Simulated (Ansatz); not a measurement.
**CH₃FSSi: taking an electron away**

An exercise on one series of results from a longer session: the logs are not shown, and one member is left open.

Method: unrestricted cation, the program's frozen cores in correlated methods; program: Ansatz 0.2.0, Gaussian basis.

The runs, in order: UKS PBE-D4/def2-TZVPP; UKS r2SCAN-D4/def2-TZVPP; UKS PBE0-D4/def2-TZVPP; UKS B3LYP-D4/def2-TZVPP; UKS wB97X-V/def2-TZVPP; UKS wB97M-V/def2-TZVPP; UKS B2PLYP/def2-TZVPP; UHF-CCSD(T)/def2-TZVPP; UHF-CCSD(T)/def2-QZVPP; extrapolation to the limit; then −ε(HOMO) from the neutral's earlier runs with LDA (SPW92), PBE-D4, revPBE-D4, BLYP-D4, r2SCAN-D4, B97M-V, PBE0-D4, B3LYP-D4, r2SCANh-D4, r2SCAN0-D4, HSE06-D4, BHLYP-D4, CAM-B3LYP-D4, LC-ωPBE, ωB97X-V, ωB97M-V.

**The relaxed structure**

All runs share one geometry, relaxed beforehand with PBE0-D4 in a triple-zeta def2 set.

7 atoms, charge 0, spin multiplicity 1.

Atoms are counted from 1 here; the program's logs count them from 0.

Bond lengths: C1–S2 1.816 Å, C1–H5 1.088 Å, C1–H6 1.089 Å, C1–H7 1.088 Å, S2–Si3 2.135 Å, Si3–F4 1.621 Å. Angles: S2–C1–H5 110.5°, S2–C1–H6 107.0°, S2–C1–H7 110.5°, H5–C1–H6 109.7°, H5–C1–H7 109.6°, H6–C1–H7 109.7°, C1–S2–Si3 105.9°, S2–Si3–F4 100.4°.

Set-up of the first run:

File in.yaml:

```yaml
crystal:
  periodic: [false, false, false]
  atoms:
    - {symbol: C, position_ang: [-0.510330, 0.719339, -0.084693]}
    - {symbol: S, position_ang: [0.966168, 0.425610, 0.931818]}
    - {symbol: Si, position_ang: [1.575028, -1.577123, 0.511562]}
    - {symbol: F, position_ang: [0.440447, -2.009489, -0.562642]}
    - {symbol: H, position_ang: [-1.301842, 0.023185, 0.183704]}
    - {symbol: H, position_ang: [-0.835819, 1.739089, 0.115162]}
    - {symbol: H, position_ang: [-0.272452, 0.611387, -1.140613]}
basis:
  gaussian: {orbitals: def2-TZVPP}
total_charge: 1
magnetization: {spin_polarized: true, initial_magnetization: 1}
hamiltonian: {xc: pbe, dispersion: d4}
```

Launch:

```
> ansatz run in.yaml --threads 2 --pin off --events-out ev --progress --plain --max-ram 22528MiB --backend cpu
```

Steps of the session up to this table: Cation, UKS PBE-D4/def2-TZVPP; Cation, UKS r2SCAN-D4/def2-TZVPP; Cation, UKS PBE0-D4/def2-TZVPP; Cation, UKS B3LYP-D4/def2-TZVPP; Cation, UKS wB97X-V/def2-TZVPP; Cation, UKS wB97M-V/def2-TZVPP; Cation, UKS B2PLYP (frozen core)/def2-TZVPP; Cation, UHF-CCSD(T)/def2-TZVPP; Cation, UHF-CCSD(T)/def2-QZVPP.

One of the session's tables, all rows but one given; the rest of the session is left out.

It belongs to the step «Ionisation energies side by side». For comparison, −ε(HOMO) of the neutral from earlier runs:

| functional | −ε(HOMO) (eV) |
| --- | --- |
| LDA (SPW92) | 6.07 |
| PBE-D4 | 5.96 |
| revPBE-D4 | 5.91 |
| BLYP-D4 | 5.82 |
| r2SCAN-D4 | ? |
| B97M-V | 6.24 |
| PBE0-D4 | 7.07 |
| B3LYP-D4 | 6.88 |
| r2SCANh-D4 | 6.58 |
| r2SCAN0-D4 | 7.20 |
| HSE06-D4 | 6.67 |
| BHLYP-D4 | 8.06 |
| CAM-B3LYP-D4 | 8.35 |
| LC-ωPBE | 9.64 |
| ωB97X-V | 9.31 |
| ωB97M-V | 9.13 |

Estimate the missing values for r2SCAN-D4.

Worked estimate for «−ε(HOMO) (eV)». Against the share of exact exchange, r2SCANh-D4 (0.1, 6.58), r2SCAN0-D4 (0.25, 7.20) give a slope of 4.13 per unit share; at 0 the line stands at 6.17.

The run gave: −ε(HOMO) (eV): 6.17. In «−ε(HOMO) (eV)» the line misses by 0.00.
